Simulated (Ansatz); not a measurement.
**CH5BFNO: two geometries relaxed**

Aim: relax the geometries before and after the rotation by 180° about the N1–B2 bond, and see whether they are two minima and how far apart in energy. SMILES of the start: NBOCF.

Method: RHF/STO-3G, in Ansatz 0.2.0.

## 1. The structure to begin with

Bond lengths: N1–B2 1.463 Å, B2–O3 1.462 Å, O3–C4 1.450 Å, C4–F5 1.329 Å, N1–H6 1.111 Å, N1–H7 1.050 Å, B2–H8 1.176 Å, C4–H9 1.131 Å, C4–H10 1.170 Å. Angles: N1–B2–O3 120.2°, N1–B2–H8 120.9°, O3–B2–H8 118.8°, B2–N1–H6 108.2°, B2–N1–H7 108.7°, H6–N1–H7 102.7°, B2–O3–C4 110.9°, O3–C4–F5 110.1°, O3–C4–H9 112.9°, O3–C4–H10 105.9°, F5–C4–H9 113.3°, F5–C4–H10 109.0°, H9–C4–H10 105.2°.

As a file:

```xyz
10

N    -1.6926   -0.8410   -0.1813
B    -0.2685   -1.0270    0.0958
O     0.7302   -0.2518   -0.6388
C     1.1773    0.8873    0.1396
F     2.0788    1.5836   -0.5459
H    -1.9472    0.2221    0.0146
H    -1.8492   -0.9281   -1.2162
H     0.0977   -1.8502    0.8516
H     1.5270    0.6009    1.1760
H     0.2297    1.5529    0.3075
```

## 2. End point A

input.yaml

```yaml
crystal:
  periodic: [false, false, false]
  atoms:
    - { symbol: "N", position_ang: [-1.6926, -0.841, -0.1813] }
    - { symbol: B, position_ang: [-0.2685, -1.027, 0.0958] }
    - { symbol: O, position_ang: [0.7302, -0.2518, -0.6388] }
    - { symbol: C, position_ang: [1.1773, 0.8873, 0.1396] }
    - { symbol: F, position_ang: [2.0788, 1.5836, -0.5459] }
    - { symbol: H, position_ang: [-1.9472, 0.2221, 0.0146] }
    - { symbol: H, position_ang: [-1.8492, -0.9281, -1.2162] }
    - { symbol: H, position_ang: [0.0977, -1.8502, 0.8516] }
    - { symbol: H, position_ang: [1.527, 0.6009, 1.176] }
    - { symbol: H, position_ang: [0.2297, 1.5529, 0.3075] }
basis:
  gaussian: { orbitals: STO-3G }
hamiltonian:
  xc: hf
relax:
  f_tol: 0.015
  max_steps: 40
```

Command:

```bash
> ansatz run input.yaml --threads 1 --pin off --max-ram 2048MiB --backend cpu --events-out ev --progress --plain --runs-dir out
```

Standard output, shortened:

```text
Warning: RAYON_NUM_THREADS=1 ignored (pool sized by the plan → 1); use --threads N
[...]
Functional definition: HF
[...]
457 factors; integrals over basis functions are off by at most 2.6e-5 eV
[...]
mean field -7899.86896358 eV, -290.3148296880 hartree, gradient 8.6e-5 eV, S^2 0.000000; 0 other end points of the search recorded, 0 dependent functions left out
[...]
reference -7899.86896358 eV, -290.3148296880 hartree; 20, 20 occupied and 10, 10 virtual orbitals, 457 factors
relax step   1: F+E_penalty+E_count = -7899.86896358 eV  Δ(F+E_penalty+E_count) = +0.000e0 eV  max|allowed force component| = 4.623e0 eV/Å  Δτ_max = 0.0000 Å  (23 SCF iters, accepted)
[...]
relax step   5: F+E_penalty+E_count = -7900.92588805 eV  Δ(F+E_penalty+E_count) = -2.222e-1 eV  max|allowed force component| = 1.133e0 eV/Å  Δτ_max = 0.1944 Å  (30 SCF iters, accepted)
[...]
relax step   9: F+E_penalty+E_count = -7901.64248926 eV  Δ(F+E_penalty+E_count) = -2.264e-1 eV  max|allowed force component| = 1.741e0 eV/Å  Δτ_max = 0.2000 Å  (30 SCF iters, accepted)
[...]
relax step  13: F+E_penalty+E_count = -7902.06836581 eV  Δ(F+E_penalty+E_count) = +2.653e-2 eV  max|allowed force component| = 1.023e0 eV/Å  Δτ_max = 0.2000 Å  (30 SCF iters, rejected (line search))
[...]
relax step  16: F+E_penalty+E_count = -7902.19667053 eV  Δ(F+E_penalty+E_count) = -6.209e-3 eV  max|allowed force component| = 1.663e-1 eV/Å  Δτ_max = 0.0313 Å  (25 SCF iters, accepted)
[...]
relax step  17: F+E_penalty+E_count = -7902.19865118 eV  Δ(F+E_penalty+E_count) = -1.981e-3 eV  max|allowed force component| = 5.362e-2 eV/Å  Δτ_max = 0.0146 Å  (25 SCF iters, accepted)
```

## 3. The output, continued: end point A relaxed

Output, continued:

```text
these checks for a lower state are left out or cut short: starts, cluster_reference, orbital_swaps, neighbouring_geometries, increment
458 factors; integrals over basis functions are off by at most 5.3e-5 eV
mean field -7902.20088478 eV, -290.4005262116 hartree, gradient 6.1e-6 eV, S^2 0.000000; 0 other end points of the search recorded, 0 dependent functions left out
the calculation of the forces begins
reference -7902.20088478 eV, -290.4005262116 hartree; 20, 20 occupied and 10, 10 virtual orbitals, 458 factors
relax step  18: F+E_penalty+E_count = -7902.20088478 eV  Δ(F+E_penalty+E_count) = -2.234e-3 eV  max|allowed force component| = 9.647e-2 eV/Å  Δτ_max = 0.0361 Å  (24 SCF iters, accepted)
these checks for a lower state are left out or cut short: starts, cluster_reference, orbital_swaps, neighbouring_geometries, increment
458 factors; integrals over basis functions are off by at most 5.3e-5 eV
mean field -7902.19877154 eV, -290.4004485514 hartree, gradient 6.1e-6 eV, S^2 0.000000; 0 other end points of the search recorded, 0 dependent functions left out
the calculation of the forces begins
reference -7902.19877154 eV, -290.4004485514 hartree; 20, 20 occupied and 10, 10 virtual orbitals, 458 factors
relax step  19: F+E_penalty+E_count = -7902.19877154 eV  Δ(F+E_penalty+E_count) = +2.113e-3 eV  max|allowed force component| = 4.993e-1 eV/Å  Δτ_max = 0.1437 Å  (30 SCF iters, rejected (line search))
these checks for a lower state are left out or cut short: starts, cluster_reference, orbital_swaps, neighbouring_geometries, increment
458 factors; integrals over basis functions are off by at most 5.4e-5 eV
mean field -7902.20514659 eV, -290.4006828301 hartree, gradient 6.7e-6 eV, S^2 0.000000; 0 other end points of the search recorded, 0 dependent functions left out
the calculation of the forces begins
reference -7902.20514659 eV, -290.4006828301 hartree; 20, 20 occupied and 10, 10 virtual orbitals, 458 factors
relax step  20: F+E_penalty+E_count = -7902.20514659 eV  Δ(F+E_penalty+E_count) = -4.262e-3 eV  max|allowed force component| = 1.114e-1 eV/Å  Δτ_max = 0.0696 Å  (24 SCF iters, accepted)
these checks for a lower state are left out or cut short: starts, cluster_reference, orbital_swaps, neighbouring_geometries, increment
458 factors; integrals over basis functions are off by at most 5.3e-5 eV
mean field evaluation 160: about -7902.2047 eV, gradient 3.0e-1 eV
mean field -7902.20510360 eV, -290.4006812505 hartree, gradient 6.2e-6 eV, S^2 0.000000; 0 other end points of the search recorded, 0 dependent functions left out
the calculation of the forces begins
reference -7902.20510360 eV, -290.4006812505 hartree; 20, 20 occupied and 10, 10 virtual orbitals, 458 factors
relax step  21: F+E_penalty+E_count = -7902.20510360 eV  Δ(F+E_penalty+E_count) = +4.298e-5 eV  max|allowed force component| = 3.240e-1 eV/Å  Δτ_max = 0.0970 Å  (30 SCF iters, rejected (line search))
these checks for a lower state are left out or cut short: starts, cluster_reference, orbital_swaps, neighbouring_geometries, increment
458 factors; integrals over basis functions are off by at most 5.4e-5 eV
mean field -7902.20831521 eV, -290.4007992746 hartree, gradient 6.1e-6 eV, S^2 0.000000; 0 other end points of the search recorded, 0 dependent functions left out
the calculation of the forces begins
reference -7902.20831521 eV, -290.4007992746 hartree; 20, 20 occupied and 10, 10 virtual orbitals, 458 factors
relax step  22: F+E_penalty+E_count = -7902.20831521 eV  Δ(F+E_penalty+E_count) = -3.169e-3 eV  max|allowed force component| = 6.068e-2 eV/Å  Δτ_max = 0.0484 Å  (24 SCF iters, accepted)
these checks for a lower state are left out or cut short: starts, cluster_reference, orbital_swaps, neighbouring_geometries, increment
458 factors; integrals over basis functions are off by at most 5.3e-5 eV
mean field -7902.21066254 eV, -290.4008855377 hartree, gradient 6.1e-6 eV, S^2 0.000000; 0 other end points of the search recorded, 0 dependent functions left out
the calculation of the forces begins
reference -7902.21066254 eV, -290.4008855377 hartree; 20, 20 occupied and 10, 10 virtual orbitals, 458 factors
relax step  23: F+E_penalty+E_count = -7902.21066254 eV  Δ(F+E_penalty+E_count) = -2.347e-3 eV  max|allowed force component| = 7.084e-2 eV/Å  Δτ_max = 0.0485 Å  (24 SCF iters, accepted)
these checks for a lower state are left out or cut short: starts, cluster_reference, orbital_swaps, neighbouring_geometries, increment
459 factors; integrals over basis functions are off by at most 5.3e-5 eV
mean field -7902.21208484 eV, -290.4009378062 hartree, gradient 6.7e-6 eV, S^2 0.000000; 0 other end points of the search recorded, 0 dependent functions left out
the calculation of the forces begins
reference -7902.21208484 eV, -290.4009378062 hartree; 20, 20 occupied and 10, 10 virtual orbitals, 459 factors
relax step  24: F+E_penalty+E_count = -7902.21208484 eV  Δ(F+E_penalty+E_count) = -1.422e-3 eV  max|allowed force component| = 1.718e-1 eV/Å  Δτ_max = 0.0740 Å  (24 SCF iters, accepted)
these checks for a lower state are left out or cut short: starts, cluster_reference, orbital_swaps, neighbouring_geometries, increment
459 factors; integrals over basis functions are off by at most 5.3e-5 eV
mean field evaluation 192: about -7902.2093 eV, gradient 6.4e-6 eV
mean field -7902.20926811 eV, -290.4008342932 hartree, gradient 6.4e-6 eV, S^2 0.000000; 0 other end points of the search recorded, 0 dependent functions left out
the calculation of the forces begins
reference -7902.20926811 eV, -290.4008342932 hartree; 20, 20 occupied and 10, 10 virtual orbitals, 459 factors
relax step  25: F+E_penalty+E_count = -7902.20926811 eV  Δ(F+E_penalty+E_count) = +2.817e-3 eV  max|allowed force component| = 2.800e-1 eV/Å  Δτ_max = 0.0608 Å  (24 SCF iters, rejected (line search))
these checks for a lower state are left out or cut short: starts, cluster_reference, orbital_swaps, neighbouring_geometries, increment
459 factors; integrals over basis functions are off by at most 5.3e-5 eV
mean field -7902.21404149 eV, -290.4010097118 hartree, gradient 5.9e-6 eV, S^2 0.000000; 0 other end points of the search recorded, 0 dependent functions left out
the calculation of the forces begins
reference -7902.21404149 eV, -290.4010097118 hartree; 20, 20 occupied and 10, 10 virtual orbitals, 459 factors
relax step  26: F+E_penalty+E_count = -7902.21404149 eV  Δ(F+E_penalty+E_count) = -1.957e-3 eV  max|allowed force component| = 4.377e-2 eV/Å  Δτ_max = 0.0304 Å  (24 SCF iters, accepted)
these checks for a lower state are left out or cut short: starts, cluster_reference, orbital_swaps, neighbouring_geometries, increment
459 factors; integrals over basis functions are off by at most 5.2e-5 eV
mean field -7902.21433972 eV, -290.4010206716 hartree, gradient 6.0e-6 eV, S^2 0.000000; 0 other end points of the search recorded, 0 dependent functions left out
the calculation of the forces begins
reference -7902.21433972 eV, -290.4010206716 hartree; 20, 20 occupied and 10, 10 virtual orbitals, 459 factors
relax step  27: F+E_penalty+E_count = -7902.21433972 eV  Δ(F+E_penalty+E_count) = -2.982e-4 eV  max|allowed force component| = 3.199e-2 eV/Å  Δτ_max = 0.0162 Å  (25 SCF iters, accepted)
these checks for a lower state are left out or cut short: starts, cluster_reference, orbital_swaps, neighbouring_geometries, increment
459 factors; integrals over basis functions are off by at most 5.2e-5 eV
mean field -7902.21471230 eV, -290.4010343637 hartree, gradient 5.9e-6 eV, S^2 0.000000; 0 other end points of the search recorded, 0 dependent functions left out
the calculation of the forces begins
reference -7902.21471230 eV, -290.4010343637 hartree; 20, 20 occupied and 10, 10 virtual orbitals, 459 factors
relax step  28: F+E_penalty+E_count = -7902.21471230 eV  Δ(F+E_penalty+E_count) = -3.726e-4 eV  max|allowed force component| = 2.442e-2 eV/Å  Δτ_max = 0.0323 Å  (24 SCF iters, accepted)
these checks for a lower state are left out or cut short: starts, cluster_reference, orbital_swaps, neighbouring_geometries, increment
459 factors; integrals over basis functions are off by at most 5.2e-5 eV
mean field -7902.21477644 eV, -290.4010367205 hartree, gradient 6.0e-6 eV, S^2 0.000000; 0 other end points of the search recorded, 0 dependent functions left out
the calculation of the forces begins
reference -7902.21477644 eV, -290.4010367205 hartree; 20, 20 occupied and 10, 10 virtual orbitals, 459 factors
relax step  29: F+E_penalty+E_count = -7902.21477644 eV  Δ(F+E_penalty+E_count) = -6.413e-5 eV  max|allowed force component| = 3.023e-2 eV/Å  Δτ_max = 0.0218 Å  (25 SCF iters, accepted)
these checks for a lower state are left out or cut short: starts, cluster_reference, orbital_swaps, neighbouring_geometries, increment
459 factors; integrals over basis functions are off by at most 5.2e-5 eV
mean field evaluation 224: about -7902.2148 eV, gradient 1.8e-4 eV
mean field -7902.21482071 eV, -290.4010383477 hartree, gradient 6.0e-6 eV, S^2 0.000000; 0 other end points of the search recorded, 0 dependent functions left out
the calculation of the forces begins
reference -7902.21482071 eV, -290.4010383477 hartree; 20, 20 occupied and 10, 10 virtual orbitals, 459 factors
relax step  30: F+E_penalty+E_count = -7902.21482071 eV  Δ(F+E_penalty+E_count) = -4.428e-5 eV  max|allowed force component| = 1.107e-2 eV/Å  Δτ_max = 0.0026 Å  (26 SCF iters, accepted)
459 factors; integrals over basis functions are off by at most 5.2e-5 eV
mean field -7902.21482071 eV, -290.4010383477 hartree, gradient 6.0e-6 eV, S^2 0.000000; 1 other end points of the search recorded, 0 dependent functions left out
the calculation of the forces begins
reference -7902.21482071 eV, -290.4010383477 hartree; 20, 20 occupied and 10, 10 virtual orbitals, 459 factors
Total energy: -7902.21482071 eV, -290.4010383477 hartree
Atom 0 at    -1.677641    -0.924574    -0.514921 Å, force    -0.000748     0.002947     0.002094 eV/Å
Atom 1 at    -0.381469    -0.613317    -0.125637 Å, force     0.000317    -0.007324    -0.004006 eV/Å
Atom 2 at    -0.095739     0.696233     0.152922 Å, force    -0.005164     0.002612     0.001575 eV/Å
Atom 3 at     1.251781     1.021357     0.459865 Å, force     0.011070     0.000315     0.002216 eV/Å
Atom 4 at     2.051196     0.830667    -0.649089 Å, force    -0.002116     0.001067     0.003310 eV/Å
Atom 5 at    -2.411029    -0.228642    -0.620390 Å, force     0.003778    -0.004317    -0.000792 eV/Å
Atom 6 at    -1.984329    -1.868523    -0.727476 Å, force    -0.000154     0.001514     0.000780 eV/Å
Atom 7 at     0.412528    -1.458090    -0.028795 Å, force    -0.003697     0.003777    -0.000153 eV/Å
Atom 8 at     1.639784     0.409011     1.296214 Å, force    -0.002844     0.002170    -0.003786 eV/Å
Atom 9 at     1.278119     2.084577     0.760207 Å, force    -0.000443    -0.002761    -0.001237 eV/Å
Dipole moment:    -0.198462    -0.087108     0.132765 e Å
```

It took 45 s on 1 thread of Arm Neoverse V1, shared host; peak memory 0.15 GiB.

The steps of the relaxation, one in 2:

```csv
step,energy from step 1 (eV),largest force component (eV/Å)
1,0.0000,4.6227
3,-0.6119,1.0029
5,-1.0569,1.1334
7,-1.4016,0.8112
9,-1.7735,1.7414
11,-2.1350,2.2700
13x,-2.1994,1.0231
15,-2.3215,0.3829
17,-2.3297,0.0536
19x,-2.3298,0.4993
21x,-2.3361,0.3240
23,-2.3417,0.0708
25x,-2.3403,0.2800
27,-2.3454,0.0320
29,-2.3458,0.0302
30,-2.3459,0.0111
```

Step 1 is the start. 4 steps were tried and not accepted (marked x).

After: Bond lengths: N1–B2 1.389 Å, B2–O3 1.369 Å, O3–C4 1.420 Å, C4–F5 1.380 Å, N1–H6 1.017 Å, N1–H7 1.015 Å, B2–H8 1.163 Å, C4–H9 1.107 Å, C4–H10 1.105 Å. Angles: N1–B2–O3 117.8°, N1–B2–H8 119.8°, O3–B2–H8 122.4°, B2–N1–H6 123.3°, B2–N1–H7 123.3°, H6–N1–H7 113.4°, B2–O3–C4 117.5°, O3–C4–F5 110.1°, O3–C4–H9 111.7°, O3–C4–H10 107.6°, F5–C4–H9 109.1°, F5–C4–H10 109.7°, H9–C4–H10 108.6°.

## 4. Relaxing end B

The second end starts from a geometry with the move made by hand.

input.yaml

```yaml
crystal:
  periodic: [false, false, false]
  atoms:
    - { symbol: "N", position_ang: [-1.6926, -0.841, -0.1813] }
    - { symbol: B, position_ang: [-0.2685, -1.027, 0.0958] }
    - { symbol: O, position_ang: [0.16327, -1.98903, 1.10874] }
    - { symbol: C, position_ang: [0.5689, -3.23951, 0.49626] }
    - { symbol: F, position_ang: [0.95124, -4.10349, 1.43157] }
    - { symbol: H, position_ang: [-1.9472, 0.2221, 0.0146] }
    - { symbol: H, position_ang: [-1.8492, -0.9281, -1.2162] }
    - { symbol: H, position_ang: [0.54222, -0.35752, -0.431] }
    - { symbol: H, position_ang: [1.33544, -3.0989, -0.32294] }
    - { symbol: H, position_ang: [-0.38291, -3.65703, -0.04122] }
basis:
  gaussian: { orbitals: STO-3G }
hamiltonian:
  xc: hf
relax:
  f_tol: 0.015
  max_steps: 40
```

Command:

```bash
> ansatz run input.yaml --threads 1 --pin off --max-ram 2048MiB --backend cpu --events-out ev --progress --plain --runs-dir out
```

Standard output, shortened:

```text
Warning: RAYON_NUM_THREADS=1 ignored (pool sized by the plan → 1); use --threads N
[...]
Functional definition: HF
[...]
458 factors; integrals over basis functions are off by at most 2.6e-5 eV
[...]
mean field -7899.84198382 eV, -290.3138382002 hartree, gradient 8.4e-5 eV, S^2 0.000000; 0 other end points of the search recorded, 0 dependent functions left out
[...]
reference -7899.84198382 eV, -290.3138382002 hartree; 20, 20 occupied and 10, 10 virtual orbitals, 458 factors
relax step   1: F+E_penalty+E_count = -7899.84198382 eV  Δ(F+E_penalty+E_count) = +0.000e0 eV  max|allowed force component| = 3.567e0 eV/Å  Δτ_max = 0.0000 Å  (24 SCF iters, accepted)
[...]
relax step   8: F+E_penalty+E_count = -7901.32192131 eV  Δ(F+E_penalty+E_count) = -1.566e-1 eV  max|allowed force component| = 1.421e0 eV/Å  Δτ_max = 0.1960 Å  (30 SCF iters, accepted)
[...]
relax step  15: F+E_penalty+E_count = -7902.15361172 eV  Δ(F+E_penalty+E_count) = -1.678e-2 eV  max|allowed force component| = 2.251e-1 eV/Å  Δτ_max = 0.0460 Å  (24 SCF iters, accepted)
[...]
relax step  22: F+E_penalty+E_count = -7902.17133951 eV  Δ(F+E_penalty+E_count) = -4.829e-3 eV  max|allowed force component| = 1.121e-1 eV/Å  Δτ_max = 0.0524 Å  (24 SCF iters, accepted)
[...]
relax step  27: F+E_penalty+E_count = -7902.19172785 eV  Δ(F+E_penalty+E_count) = -5.750e-3 eV  max|allowed force component| = 2.912e-1 eV/Å  Δτ_max = 0.0926 Å  (30 SCF iters, accepted)
relax step  28: F+E_penalty+E_count = -7902.19467628 eV  Δ(F+E_penalty+E_count) = -2.948e-3 eV  max|allowed force component| = 4.019e-1 eV/Å  Δτ_max = 0.0752 Å  (24 SCF iters, accepted)
```

## 5. More of the same log: end point B relaxed

Output, continued, shortened:

```text
relax step  29: F+E_penalty+E_count = -7902.20714241 eV  Δ(F+E_penalty+E_count) = -1.247e-2 eV  max|allowed force component| = 8.385e-2 eV/Å  Δτ_max = 0.1381 Å  (30 SCF iters, accepted)
[...]
relax step  31: F+E_penalty+E_count = -7902.20946003 eV  Δ(F+E_penalty+E_count) = -2.318e-3 eV  max|allowed force component| = 2.157e-1 eV/Å  Δτ_max = 0.0951 Å  (24 SCF iters, accepted)
[...]
relax step  33: F+E_penalty+E_count = -7902.21185223 eV  Δ(F+E_penalty+E_count) = -1.496e-3 eV  max|allowed force component| = 2.521e-1 eV/Å  Δτ_max = 0.0381 Å  (25 SCF iters, accepted)
[...]
relax step  35: F+E_penalty+E_count = -7902.21447838 eV  Δ(F+E_penalty+E_count) = -1.820e-4 eV  max|allowed force component| = 5.149e-2 eV/Å  Δτ_max = 0.0071 Å  (26 SCF iters, accepted)
[...]
Atom 0 at    -1.502607    -0.382703    -0.214129 Å, force    -0.000304    -0.009008     0.000098 eV/Å
Atom 1 at    -0.409229    -1.238011    -0.177859 Å, force    -0.000043     0.004549     0.007641 eV/Å
Atom 2 at    -0.603311    -2.501149     0.313180 Å, force     0.003833    -0.005708    -0.001950 eV/Å
Atom 3 at     0.537556    -3.337325     0.437934 Å, force    -0.005547     0.001919    -0.000762 eV/Å
Atom 4 at     1.385967    -2.841111     1.406941 Å, force     0.001963    -0.000902    -0.000492 eV/Å
Atom 5 at    -2.425325    -0.643519     0.123151 Å, force    -0.000204     0.005865    -0.002423 eV/Å
Atom 6 at    -1.457864     0.565248    -0.574092 Å, force    -0.000244     0.000302    -0.000345 eV/Å
Atom 7 at     0.622875    -0.876289    -0.573989 Å, force     0.000197     0.001985    -0.002760 eV/Å
Atom 8 at     1.088764    -3.422210    -0.517925 Å, force    -0.000484    -0.000341     0.000820 eV/Å
Atom 9 at     0.183835    -4.342409     0.731098 Å, force     0.000833     0.001340     0.000172 eV/Å
Dipole moment:    -0.159615     0.058878    -0.189192 e Å
```

Wall time 55 s (1 thread of Arm Neoverse V1, shared host); peak memory 0.15 GiB.

Step by step, one in 2:

```csv
step,energy from step 1 (eV),largest force component (eV/Å)
1,0.0000,3.5670
3,-0.5602,0.9792
5,-0.8542,1.3213
7,-1.3234,0.5730
9,-1.6358,2.3111
11,-2.0964,3.2404
13,-2.2949,0.8340
15,-2.3116,0.2251
17,-2.3188,0.0301
19,-2.3226,0.1616
21x,-2.3239,0.5090
23,-2.3346,0.1956
25,-2.3380,0.1129
27,-2.3497,0.2912
29,-2.3652,0.0839
31,-2.3675,0.2157
33,-2.3699,0.2521
35,-2.3725,0.0515
37,-2.3728,0.0157
38,-2.3728,0.0090
```

Step 1 is the start. 5 steps were tried and not accepted (marked x).

After: Bond lengths: N1–B2 1.389 Å, B2–O3 1.369 Å, O3–C4 1.420 Å, C4–F5 1.380 Å, N1–H6 1.016 Å, N1–H7 1.015 Å, B2–H8 1.163 Å, C4–H9 1.107 Å, C4–H10 1.105 Å. Angles: N1–B2–O3 117.8°, N1–B2–H8 119.9°, O3–B2–H8 122.3°, B2–N1–H6 123.2°, B2–N1–H7 123.4°, H6–N1–H7 113.4°, B2–O3–C4 117.4°, O3–C4–F5 110.1°, O3–C4–H9 111.7°, O3–C4–H10 107.6°, F5–C4–H9 109.1°, F5–C4–H10 109.7°, H9–C4–H10 108.6°.

## 6. Summary of results

| quantity | value |
| --- | --- |
| end A | 25 moves, 2.346 eV lower |
| end B | 32 moves, 2.373 eV lower |
| largest difference between the ends | 0.01 Å |
| end B relative to end A | +0.000 eV |

In words: The two relaxations end at one structure, within 0.01 Å: no second minimum was found from this start, which doesn't rule one out. In so small a basis the energies are only a sketch.
